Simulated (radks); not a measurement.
**In²⁺ in [Kr] 4d8 5s1 4f2: an all-electron calculation**

Wanted: eigenvalues, radial structure and energy terms of the indium ion In2+.

Program: radks (a radial shooting solver on a logarithmic mesh, Libxc functionals) version 1. Level of theory: scalar-relativistic Kohn-Sham, r2SCAN, spin-polarised, spherical densities, finite nucleus; open shells are filled with parallel spins first. These are calculated values, not measurements, unless marked.

### Step 1. Starting point

| Item | Value |
| --- | --- |
| element | indium (Z = 49) |
| charge | +2 |
| electrons | 47 |
| configuration | [Kr] 4d8 5s1 4f2 |
| nuclear rms radius | 4.6156 fm |

The outer shells:

In²⁺
```
[Kr] core
4d [↑↓][↑↓][↑↓][↑ ][↑ ]
5s [↑ ]
4f [↑ ][↑ ][  ][  ][  ][  ][  ]
```

### Step 2. The run

Settings of this run:

```text
Z 49
configuration [Kr] 4d8 5s1 4f2
relativity scalar-relativistic
functional r2scan,r2scan
spin polarised
nucleus finite rms 4.6156 fm
c 137.035999084
```

Run with:

```console
$ python run_ks.py task.json out
```

The same process makes all the runs of this session.

Q: Predict the outcome of this run.

The runs gave:

| quantity | value |
| --- | --- |
| total energy | -5878.49844 hartree |
| exchange-correlation share of it | 2.70 % |
| −T/E | 1.0424 |
| highest occupied level | 4f up, -7.555 eV |
| most extended occupied level | 4f up, <r> = 3.94 bohr |
| radius at density 0.001 e/bohr³ | 5.03 bohr |
| maxima of the radial density | 4 |

What this shows: The radial density shows 4 maxima for 5 occupied principal shells; where shells overlap, one shows as a shoulder or not at all. −T/E is 1.042: with relativity the kinetic term as defined here no longer equals −E. This is not the tabulated ground configuration, so its levels and sizes aren't those of the ground state, and no measured value stands beside it.
